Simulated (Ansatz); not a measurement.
# ClFHSb (SMILES [F][SbH][Cl]): functionals against CCSD(T) at one geometry

An exercise on one series of results from a longer session: the logs are not shown, and one member is left open.

Computed with Ansatz 0.2.0, Gaussian basis. Level: single points in def2-TZVPP.

Correlated methods freeze the cores. Filled d shells of the heavier atoms are correlated. Core potentials replace the inner electrons past krypton, and spin-orbit coupling is left out.

### The starting structure

4 atoms, charge 0, spin multiplicity 1.

Atoms are counted from 1 here; the program's logs count them from 0.

Bond lengths: F1–Sb2 2.013 Å, Sb2–Cl3 2.431 Å, Sb2–H4 1.610 Å. Angles: F1–Sb2–Cl3 92.3°, F1–Sb2–H4 90.3°, Cl3–Sb2–H4 89.5°.

Geometry (Å):

```
F    -1.5829    0.2507    0.4811
Sb   -0.1656   -0.1661   -0.8858
Cl    1.2058   -1.3325    0.7484
H     0.5955    1.2059   -0.5258
```

The first run:

run/in.yaml

```yaml
crystal:
  periodic: [false, false, false]
  atoms:
    - {symbol: F, position_ang: [-1.582900, 0.250700, 0.481100]}
    - {symbol: Sb, position_ang: [-0.165600, -0.166100, -0.885800]}
    - {symbol: Cl, position_ang: [1.205800, -1.332500, 0.748400]}
    - {symbol: H, position_ang: [0.595500, 1.205900, -0.525800]}
basis:
  gaussian: {orbitals: def2-TZVPP}
correlation: {method: ccsd_t}
output: {forces: true}
```

The command line of these runs was not kept.

Among the steps run: CCSD(T)/def2-TZVPP; PBE0-D4/def2-TZVPP; wB97M-V/def2-TZVPP; r2SCAN-D4/def2-TZVPP; PBE-D4/def2-TZVPP; SPW92/def2-TZVPP; B97M-V/def2-TZVPP.

One of the session's tables, all rows but one given; the rest of the session is left out.

```
   method  RMS force component (eV/Å)  angle to CCSD(T) forces (°)  dipole (D)
  CCSD(T)                       1.212                    reference        3.93
  PBE0-D4                       1.219                          5.2        3.94
  wB97M-V                       1.199                          2.2        4.03
r2SCAN-D4                           ?                            ?           ?
   PBE-D4                       1.073                         19.2        3.68
    SPW92                       1.229                          9.0        3.69
   B97M-V                       1.216                          6.3        3.89
```

Q: Estimate the row for r2SCAN-D4 from the others.

As computed: RMS force component (eV/Å): 1.171; angle to CCSD(T) forces (°): 7.5; dipole (D): 3.81. In the column «RMS force component (eV/Å)» it lies between PBE-D4 (1.073) and wB97M-V (1.199).
